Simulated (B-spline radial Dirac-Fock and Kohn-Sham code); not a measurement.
**An X-ray data sheet for Ga⁵⁺, step by step**

Wanted for the Ga⁵⁺ ion: its photoionisation cross sections and its two-hole states.

Program: B-spline radial Dirac-Fock and Kohn-Sham code, version 5. Model: a free atom or ion on a radial basis; each step names its model. All values are calculated, but those marked as tabulated.

### 1 The system

The Ga⁵⁺ ion, [Ar] 3d8.

- nuclear charge: 31
- electrons: 26
- mass number: 69
- nuclear rms radius: 3.9973 fm

### 2 Photoionisation

Model: independent-particle photoionisation: Dirac-Hartree-Slater potential of the initial state with a Latter tail for bound and continuum orbitals, all multipoles (length form near threshold, velocity form far above), thresholds from Dirac-Fock Delta-SCF.

Input, one item of task.json (shells as n, l, occupation):

```json
{
  "Z": 31,
  "q": 5,
  "cfg": [[1, 0, 2], [2, 0, 2], [2, 1, 6], [3, 0, 2], [3, 1, 6], [3, 2, 8]],
  "A": 69,
  "rrms": 3.9973,
  "tag": "ground",
  "do": ["photo", "scan", "binding", "quiet"],
  "hv": [27.2, 48.9, 68.0, 168.0, 228.0, 335.0, 365.0, 379.0, 770.0, 1630.0, 1950.0, 3060.0, 5680.0, 5710.0, 10300.0, 25600.0, 36900.0, 41700.0, 56900.0, 67500.0, 82800.0, 93100.0, 117000.0, 136000.0],
  "s": [0, 0.05, 0.06, 0.07, 0.09, 0.11, 0.14, 0.18, 0.22, 0.28, 0.35, 0.44, 0.55, 0.69, 0.87, 1.09, 1.36, 1.71, 2.14, 2.69, 3.37, 4.22, 5.29],
  "pz": [0, 0.1, 0.2, 0.3, 0.4, 0.5, 0.6, 0.8, 1.0, 1.2, 1.4, 1.6, 1.8, 2.0, 2.5, 3.0, 4.0, 5.0, 7.0, 10.0, 15.0, 20.0, 30.0, 40.0, 60.0, 100.0],
  "hv_scatter": [1000, 2000, 5000, 8047.8, 10000, 30000, 50000, 200000],
  "holes": ["K", "L1", "L2", "L3", "M1", "M2", "M3", "M4", "M5", "N1", "N2", "N3", "N4", "N5", "N6", "N7"]
}
```

Run with:

```
> python xray_run.py task.json out
```

Main fields of the result record, rounded:

```text
{
  "status": "converged",
  "shells": ["K", "L1", "L2", "L3", "M1", "M2", "M3", "M4", "M5"],
  "occupation": [2.0, 2.0, 2.0, 4.0, 2.0, 2.0, 4.0, 3.2, 4.8],
  "threshold [eV]": [10471.8, 1410.2, 1248.68, 1221.58, 259.479, 205.417, 201.594, 113.32, 112.75],
  "sigma [Mb]": [
    ["K", "-", "-", "-", "-", "-", "-", "-", "-", "-", "-", "-", "-", "-", "-", "-", 0.002, 0.000704, 0.000493, 0.000197, 0.000118, 6.4e-05, 4.49e-05, 2.25e-05, 1.42e-05],
    ["L1", "-", "-", "-", "-", "-", "-", "-", "-", "-", 0.0744, 0.0555, 0.0243, 0.00672, 0.00664, 0.00169, 0.000163, 5.97e-05, 4.24e-05, 1.74e-05, 1.06e-05, 5.82e-06, 4.11e-06, 2.08e-06, 1.33e-06],
    ["L2", "-", "-", "-", "-", "-", "-", "-", "-", "-", 0.121, 0.0754, 0.0213, 0.00327, 0.00322, 0.000476, 2.07e-05, 5.59e-06, 3.6e-06, 1.16e-06, 6.26e-07, 2.98e-07, 1.95e-07, 8.57e-08, 5.02e-08],
    ["L3", "-", "-", "-", "-", "-", "-", "-", "-", "-", 0.234, 0.144, 0.0402, 0.00604, 0.00594, 0.00086, 3.58e-05, 9.44e-06, 6.02e-06, 1.9e-06, 1.01e-06, 4.7e-07, 3.04e-07, 1.31e-07, 7.52e-08],
    ["M1", "-", "-", "-", "-", "-", 0.178, 0.16, 0.152, 0.0524, 0.0138, 0.00974, 0.00394, 0.00104, 0.00103, 0.00026, 2.52e-05, 9.25e-06, 6.57e-06, 2.71e-06, 1.65e-06, 9.07e-07, 6.42e-07, 3.25e-07, 2.08e-07],
    ["M2", "-", "-", "-", "-", 0.27, 0.222, 0.202, 0.193, 0.0646, 0.0128, 0.00825, 0.00254, 0.000432, 0.000425, 6.72e-05, 3.1e-06, 8.5e-07, 5.49e-07, 1.79e-07, 9.68e-08, 4.63e-08, 3.03e-08, 1.34e-08, 7.85e-09],
    ["M3", "-", "-", "-", "-", 0.587, 0.459, 0.415, 0.396, 0.127, 0.0246, 0.0158, 0.00479, 0.000798, 0.000785, 0.000121, 5.36e-06, 1.44e-06, 9.19e-07, 2.93e-07, 1.56e-07, 7.3e-08, 4.73e-08, 2.04e-08, 1.18e-08],
    ["M4", "-", "-", "-", 1.98, 1.16, 0.487, 0.395, 0.36, 0.0485, 0.0041, 0.00217, 0.00041, 3.6e-05, 3.52e-05, 2.97e-06, 5.52e-08, 1.07e-08, 6.18e-09, 1.53e-09, 7.11e-10, 2.87e-10, 1.71e-10, 6.32e-11, 3.31e-11],
    ["M5", "-", "-", "-", 2.95, 1.73, 0.721, 0.584, 0.532, 0.0712, 0.00599, 0.00316, 0.000593, 5.16e-05, 5.05e-05, 4.22e-06, 7.6e-08, 1.45e-08, 8.32e-09, 2.02e-09, 9.33e-10, 3.72e-10, 2.21e-10, 8.05e-11, 4.19e-11]
  ],
  "beta_dipole": [
    ["K", "-", "-", "-", "-", "-", "-", "-", "-", "-", "-", "-", "-", "-", "-", "-", 2.0, 2.0, 1.99, 1.99, 1.99, 1.98, 1.97, 1.96, 1.95],
    ["L1", "-", "-", "-", "-", "-", "-", "-", "-", "-", 2.0, 2.0, 2.0, 2.0, 2.0, 2.0, 2.0, 1.99, 1.99, 1.99, 1.98, 1.98, 1.97, 1.96, 1.94],
    ["L2", "-", "-", "-", "-", "-", "-", "-", "-", "-", 1.39, 1.44, 1.4, 1.19, 1.18, 0.914, 0.514, 0.38, 0.338, 0.239, 0.186, 0.122, 0.0845, 0.0095, -0.0427],
    ["L3", "-", "-", "-", "-", "-", "-", "-", "-", "-", 1.41, 1.46, 1.42, 1.2, 1.2, 0.908, 0.448, 0.276, 0.22, 0.0758, -0.00571, -0.107, -0.168, -0.291, -0.376],
    ["M1", "-", "-", "-", "-", "-", 2.0, 2.0, 2.0, 2.0, 2.0, 2.0, 2.0, 2.0, 2.0, 2.0, 2.0, 1.99, 1.99, 1.99, 1.98, 1.98, 1.97, 1.96, 1.94],
    ["M2", "-", "-", "-", "-", 0.612, 1.34, 1.41, 1.44, 1.62, 1.53, 1.49, 1.35, 1.12, 1.11, 0.858, 0.488, 0.362, 0.323, 0.227, 0.176, 0.114, 0.0782, 0.00496, -0.0463],
    ["M3", "-", "-", "-", "-", 0.667, 1.35, 1.42, 1.44, 1.63, 1.55, 1.51, 1.37, 1.13, 1.12, 0.848, 0.418, 0.255, 0.201, 0.0614, -0.0181, -0.117, -0.177, -0.298, -0.382],
    ["M4", "-", "-", "-", 0.701, 0.957, 1.15, 1.17, 1.18, 1.21, 1.0, 0.935, 0.761, 0.544, 0.542, 0.364, 0.141, 0.0426, 0.00511, -0.1, -0.166, -0.253, -0.31, -0.434, -0.523],
    ["M5", "-", "-", "-", 0.718, 0.969, 1.15, 1.18, 1.19, 1.2, 0.987, 0.919, 0.747, 0.537, 0.536, 0.368, 0.171, 0.0842, 0.0515, -0.0423, -0.101, -0.182, -0.235, -0.354, -0.442]
  ]
}
```

Rows start with the subshell; columns follow the photon energies; blanks lie below or just at threshold.

Run time: 3.2 s. Hardware: 1 thread of Arm Neoverse V1, shared host; peak memory 0.48 GiB.

Summed over subshells:

| hν (eV) | total (kb) | K (%) | L (%) | M (%) |
| --- | --- | --- | --- | --- |
| 168.00 | 4930 | - | - | 100.0 |
| 228.00 | 3740 | - | - | 100.0 |
| 335.00 | 2070 | - | - | 100.0 |
| 365.00 | 1760 | - | - | 100.0 |
| 379.00 | 1630 | - | - | 100.0 |
| 770.00 | 364 | - | - | 100.0 |
| 1630.0 | 490 | - | 87.5 | 12.5 |
| 1950.0 | 314 | - | 87.6 | 12.4 |
| 3060.0 | 98.0 | - | 87.5 | 12.5 |
| 5680.0 | 18.4 | - | 87.2 | 12.8 |
| 5710.0 | 18.1 | - | 87.2 | 12.8 |
| 10300 | 3.48 | - | 86.9 | 13.1 |
| 25600 | 2.25 | 88.8 | 9.7 | 1.5 |
| 36900 | 0.790 | 89.1 | 9.5 | 1.5 |
| 41700 | 0.553 | 89.1 | 9.4 | 1.5 |
| 56900 | 0.221 | 89.3 | 9.3 | 1.4 |
| 67500 | 0.133 | 89.3 | 9.2 | 1.4 |
| 82800 | 0.0716 | 89.4 | 9.2 | 1.4 |
| 93100 | 0.0502 | 89.4 | 9.2 | 1.4 |
| 117000 | 0.0251 | 89.4 | 9.2 | 1.4 |
| 136000 | 0.0159 | 89.4 | 9.1 | 1.4 |

### 3 Two holes

Model: Dirac-Fock average of configuration, Delta-SCF, finite nucleus, first-order Breit with its frequency dependence, self-energy and vacuum polarisation; two-hole levels by intermediate coupling within the shell, Auger rates as independent-particle Coulomb matrix elements.

The item in task.json (cfg lists n, l and electrons):

```json
{
  "Z": 31,
  "q": 5,
  "cfg": [[1, 0, 2], [2, 0, 2], [2, 1, 6], [3, 0, 2], [3, 1, 6], [3, 2, 8]],
  "A": 69,
  "rrms": 3.9973,
  "tag": "ground",
  "do": ["double", "binding", "quiet"],
  "hv": [27.2, 48.9, 68.0, 168.0, 228.0, 335.0, 365.0, 379.0, 770.0, 1630.0, 1950.0, 3060.0, 5680.0, 5710.0, 10300.0, 25600.0, 36900.0, 41700.0, 56900.0, 67500.0, 82800.0, 93100.0, 117000.0, 136000.0],
  "s": [0, 0.05, 0.06, 0.07, 0.09, 0.11, 0.14, 0.18, 0.22, 0.28, 0.35, 0.44, 0.55, 0.69, 0.87, 1.09, 1.36, 1.71, 2.14, 2.69, 3.37, 4.22, 5.29],
  "pz": [0, 0.1, 0.2, 0.3, 0.4, 0.5, 0.6, 0.8, 1.0, 1.2, 1.4, 1.6, 1.8, 2.0, 2.5, 3.0, 4.0, 5.0, 7.0, 10.0, 15.0, 20.0, 30.0, 40.0, 60.0, 100.0],
  "hv_scatter": [1000, 2000, 5000, 8047.8, 10000, 30000, 50000, 200000],
  "holes": ["K", "L1", "L2", "L3", "M1", "M2", "M3", "M4", "M5", "N1", "N2", "N3", "N4", "N5", "N6", "N7"]
}
```

Main fields of the result record, rounded:

```text
{
  "status": "converged",
  "single_binding [eV]": {"K": 10471.75, "L1": 1410.197, "L2": 1248.676, "L3": 1221.581, "M1": 259.479, "M2": 205.4166, "M3": 201.5939, "M4,5": 112.9777},
  "double_binding [eV]": {
    "KK": 21398.21,
    "KL2": 11844.36,
    "KL3": 11813.55,
    "KM2": 10716.53,
    "KM3": 10712.04,
    "L1L1": 2897.123,
    "L1L2": 2729.448,
    "L1L3": 2701.72,
    "L1M2": 1650.81,
    "L1M3": 1646.668,
    "L2L2": 2589.091,
    "L2L3": 2554.703,
    "L2M1": 1543.726,
    "L2M3": 1485.981,
    "L3L3": 2528.857,
    "L3M1": 1516.591,
    "L3M2": 1462.992,
    "M2M2": 442.102,
    "M2M3": 436.2158,
    "M3M3": 432.8941
  },
  "kalpha_Ln [eV]": [
    [0, 9241.11, 9574.369],
    [1, 9277.143, 9611.633],
    [2, 9314.296, 9650.029],
    [3, 9352.59, 9689.572],
    [4, 9392.039, 9730.277],
    [5, 9432.657, 9772.154]
  ],
  "auger_lines [eV]": {
    "K-L123": [["L2L3", 2, 0.95937, 7911.84, 0.340391], ["L1L2", 1, 0.634778, 7721.88, 0.127891], ["L3L3", 2, 0.95937, 7947.69, 0.060823], ["L1L1", 0, 0.984727, 7569.64, 0.0426335], ["L2L2", 0, 0.905532, 7879.79, 0.0277349], ["L1L3", 1, 0.634778, 7767.25, 0.0223425]],
    "L2-M23": [["M2M3", 2, 0.891642, 810.534, 0.0973922], ["M2M3", 1, 1.0, 814.399, 0.0462971], ["M2M2", 0, 0.673673, 802.758, 0.0369996], ["M3M3", 0, 0.673673, 814.452, 0.00723439], ["M3M3", 2, 0.891642, 817.574, 0.00666468]],
    "L3-M23": [["M3M3", 2, 0.891642, 790.479, 0.0771272], ["M2M3", 2, 0.891642, 783.439, 0.0683107], ["M2M3", 1, 1.0, 787.304, 0.02414], ["M3M3", 0, 0.673673, 787.357, 0.0142103], ["M2M2", 0, 0.673673, 775.663, 0.0130835]]
  }
}
```

Auger rows: leading holes, J, purity, kinetic energy, width; the six strongest of each group. kalpha_Ln rows: L holes, Kα centroid, hypersatellite. Left out are hole states that did not converge, or in which two open shells of one symmetry are about equally filled, where the average of configuration falls too low.

Wall time 28 s (1 thread of Arm Neoverse V1, shared host); peak memory 0.37 GiB.

The cost of two holes beyond the sum of single holes (eV):

```csv
holes,double,sum of singles,U
K K,21398.2,20943.5,454.7
K L2,11844.4,11720.4,123.9
K L3,11813.5,11693.3,120.2
K M2,10716.5,10677.2,39.36
K M3,10712.0,10673.3,38.70
L1 L1,2897.1,2820.4,76.73
L1 L2,2729.4,2658.9,70.57
L1 L3,2701.7,2631.8,69.94
L1 M2,1650.8,1615.6,35.20
L1 M3,1646.7,1611.8,34.88
L2 L2,2589.1,2497.4,91.74
L2 L3,2554.7,2470.3,84.45
L2 M1,1543.7,1508.2,35.57
L2 M3,1486.0,1450.3,35.71
L3 L3,2528.9,2443.2,85.69
L3 M1,1516.6,1481.1,35.53
L3 M2,1463.0,1427.0,35.99
M2 M2,442.1,410.8,31.27
M2 M3,436.2,407.0,29.21
M3 M3,432.9,403.2,29.71
```

### 4 Results

| quantity | value |
| --- | --- |
| total at 1630.0 eV | 490 kb |
| strongest subshell at 1630.0 eV | L3 (2p3/2), 234 kb, β = 1.41 |
| largest U, K K | 454.7 eV |
| Kα hypersatellite shift | +333.3 eV |
| strongest line of K-L123 | L2L3, J = 2, 7911.8 eV |

**Reading.** At 1630.0 eV, L3 (2p3/2) gives 48 % of the photoabsorption; at 136000 eV the K shell gives 89 %. Under 200 eV, coupling between channels can change such values by tens of per cent. Two holes repel most in K K, by 454.7 eV, and least in M2 M3, by 29.21 eV. An empty K shell moves Kα up by 333 eV. In the K-L123 Auger group the L2L3 J = 2 line carries 52 % of the rate. The Hartree-Fock and Dirac-Fock values hold no electron correlation.
